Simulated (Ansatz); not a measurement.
**AlH3Se: ladder of methods at one geometry from a Python script**

How do the methods compare on AlH3Se, in result and in cost? Wanted for AlH3Se: a ladder of methods at one geometry. SMILES: [AlH2][SeH].

Computed with Ansatz 0.2.0 through its Python package. The levels of theory stand in the script.

**1. The system**

Bond lengths: Al1–Se2 2.419 Å, Al1–H3 1.564 Å, Al1–H4 1.581 Å, Se2–H5 1.545 Å. Angles: Al1–Se2–H5 89.0°, Se2–Al1–H3 120.7°, Se2–Al1–H4 117.3°, H3–Al1–H4 121.7°.

No structure file is read: the coordinates are typed or built in the script.

**2. The code**

Contents of methods.py:

```python
"""One geometry of AlH3Se, method by method."""

from dataclasses import dataclass
import warnings

import ansatz as az
from ase import Atoms


@dataclass(frozen=True)
class RunConfig:
    basis_set: str = "def2-SVP"


cfg = RunConfig()

warnings.simplefilter("ignore", az.DeckWarning)

atoms = Atoms(["Al", "Se", "H", "H", "H"], positions=[
    [-0.5101, -0.5043, 0.0501],
    [0.458, 1.7126, 0.0236],
    [-0.7695, -1.2472, 1.4013],
    [-0.9782, -1.1076, -1.3338],
    [1.8496, 1.0728, -0.1827],
])
system = az.Crystal.molecule_from_ase(atoms)

model = system.calculation().basis(gaussian=cfg.basis_set)

methods = ["mp2", "ccsd", "ccsd_t"]
reports = [model.correlation(m).run().report for m in methods]
print(f"Hartree-Fock reference {reports[0]['reference_energy_ev'] / 27.211386246:.6f} Ha")
best = reports[-1]["free_energy_ev"] - reports[-1]["reference_energy_ev"]
for method, each in zip(methods, reports):
    gained = each["free_energy_ev"] - each["reference_energy_ev"]
    print(f"{method:8s} total {each['free_energy_ev'] / 27.211386246:.6f} Ha  correlation {gained:9.4f} eV  ({100 * gained / best:.1f} % of the last)")
```

**3. The run**

Command:

```
$ python methods.py
```

The log of the run:

```text
Hartree-Fock reference -2643.150720 Ha
mp2      total -2643.454790 Ha  correlation   -8.2742 eV  (90.8 % of the last)
ccsd     total -2643.478079 Ha  correlation   -8.9079 eV  (97.7 % of the last)
ccsd_t   total -2643.485699 Ha  correlation   -9.1152 eV  (100.0 % of the last)
```

Wall time 2.3 s (1 thread of Intel Xeon 6975P-C (Granite Rapids), shared host); peak memory 0.22 GiB.

**4. The engine's runs**

From the records of these 3 runs:

```
run  method  energy (eV)  iterations in all  CPU time (s)
  1     mp2  -71932.0693                 11          0.34
  2    ccsd  -71932.7030                 17          0.72
  3  ccsd_t  -71932.9104                 17          0.87
```

Correlation energies (total less mean field):

```
method  correlation (eV)  share of the last  miss against the last (eV)  CPU time (s)
   mp2            -8.274             90.8 %                      +0.841          0.34
  ccsd            -8.908             97.7 %                      +0.207          0.72
ccsd_t            -9.115            100.0 %                      +0.000          0.87
```

**5. What came out**

```
                    quantity      value
               runs compared          3
correlation energy, last run  -9.115 eV
```

In words: mp2 catches 91 % of the correlation energy of ccsd_t. The geometry is a force-field or estimated start, not a minimum of this method, and the basis set is short of its limit. A lower total doesn't mark the better method: functionals have no common bound, and MP2 and coupled cluster aren't variational. Inner cores stay frozen; a filled d shell under the valence of the heavier atoms is correlated with it.
